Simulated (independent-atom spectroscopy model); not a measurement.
# EuBi2IO4: spectra and optical constants from atomic data

Aim: from the formula and density of EuBi2IO4, work out its X-ray refractive index, its photoelectron survey, its thin-foil X-ray spectrum and its electron mean free paths.

Program: independent-atom spectroscopy model, version 2. Model: independent atoms, textbook formulas over atomic cross sections; no chemical shifts or fine structure; level and line energies, yields and scattering factors come from tables. All values are calculated, but those marked as tabulated.

**1. What is given**

* formula: EuBi2IO4
* density: 8.529 g/cm³ (from a deposited cell)
* molar mass: 760.83 g/mol
* atoms per volume: 54.0 per nm³

```tsv
element	atoms (%)	mass (%)
Eu	12.5	20.0
Bi	25.0	54.9
I	12.5	16.7
O	50.0	8.4
```

**2. δ and β against photon energy**

Model: refractive index n = 1 - delta + i beta from Henke atomic scattering factors, independent atoms (rough under about 100 eV); 1/e length of the intensity, critical angle sqrt(2 delta) where beta is under 0.3 delta.

Settings:

```json
{
  "elements": ["Eu", "Bi", "I", "O"],
  "counts": [1, 2, 1, 4],
  "density": 8.529,
  "photon_energy": [183.3, 280.0, 2293.2, 2984.3, 9200.0, 9251.7, 12398.4]
}
```

Units: density in g/cm³, photon_energy in eV.

**3. XPS survey**

Model: photoelectron survey: area = atoms x Dirac-Hartree-Slater cross section x dipole angular factor (unpolarised) x TPP-2M path with the stated gap; tabulated elemental binding energies, no chemical shifts, flat transmission; full shells over 14 eV, above 150 eV kinetic energy and 1 percent.

Settings:

```json
{
  "elements": ["Eu", "Bi", "I", "O"],
  "counts": [1, 2, 1, 4],
  "density": 8.529,
  "photon_energy": 9251.7,
  "source_analyser_angle": 60,
  "valence_electrons": 49,
  "tpp_gap_parameter": 0.0
}
```

Units: density in g/cm³, photon_energy in eV, source_analyser_angle in degrees, tpp_gap_parameter in eV.

**4. EDX spectrum in the electron microscope**

Model: thin-foil X-ray emission: photons = atoms x relativistic binary-encounter-Bethe cross section (averaged denominator) with Coster-Kronig feeding x tabulated yield and branching; no absorption or detector response; main K, L (from Ca) and M (from Gd) lines over 0.5 percent, close pairs merged.

Settings:

```json
{
  "elements": ["Eu", "Bi", "I", "O"],
  "counts": [1, 2, 1, 4],
  "density": 8.529,
  "beam_energy": 120.0,
  "range_end": 20
}
```

Units: density in g/cm³, beam_energy in keV, range_end in keV.

**5. Inelastic and elastic paths**

Model: electron mean free paths: inelastic by TPP-2M with the stated gap parameter, elastic and transport from Dirac partial-wave cross sections of free atoms, attenuation length as the inelastic path times 1 - 0.738 albedo.

Settings:

```json
{
  "elements": ["Eu", "Bi", "I", "O"],
  "counts": [1, 2, 1, 4],
  "density": 8.529,
  "electron_energy": [200.0, 313.0, 1200.0, 1400.0, 2000.0, 5000.0, 6750.0, 10000.0],
  "valence_electrons": 49,
  "tpp_gap_parameter": 0.0
}
```

Units: density in g/cm³, electron_energy in eV, tpp_gap_parameter in eV.

**Question.** What will these runs give? Wanted: strongest photoelectron peak; strongest thin-foil line; free-electron plasmon energy.

**Answer**, as computed:

| quantity | value |
| --- | --- |
| δ, β at 12398 eV | 9.07e-06, 5.91e-07 |
| 1/e length at 12398 eV | 13.5 μm |
| critical angle there | 0.244° |
| strongest photoelectron peak | Bi 3p3/2, 3177 eV |
| strongest thin-foil line | Bi Mα1+2, 2.422 keV |
| inelastic path at 1200 eV | 2.05 nm |
| attenuation length there | 1.67 nm |
| free-electron plasmon energy | 21.3 eV |

What this shows: The 1/e length at 12398 eV is 120 times that at 183.3 eV. The strongest feature of the survey is Bi 3p3/2 at 3177 eV. With 25 % of the atoms, Bi carries 59 % of the listed signal. Bi 3d5/2 follows closely at 85 %. The 2s peaks of N, O and F are left out. At this photon energy non-dipole terms, left out here, change the areas. The strongest feature of the thin-foil spectrum is Bi Mα1+2 at 2.422 keV. Three attenuation lengths at 1200 eV make 5.0 nm, the depth that gives 95 % of the signal at normal exit. Above that the inelastic path grows about as energy to the power 0.81. With the gap parameter at zero the paths are too short if the compound is an insulator. Independent atoms give no chemical shifts, near-edge structure or detector effects.
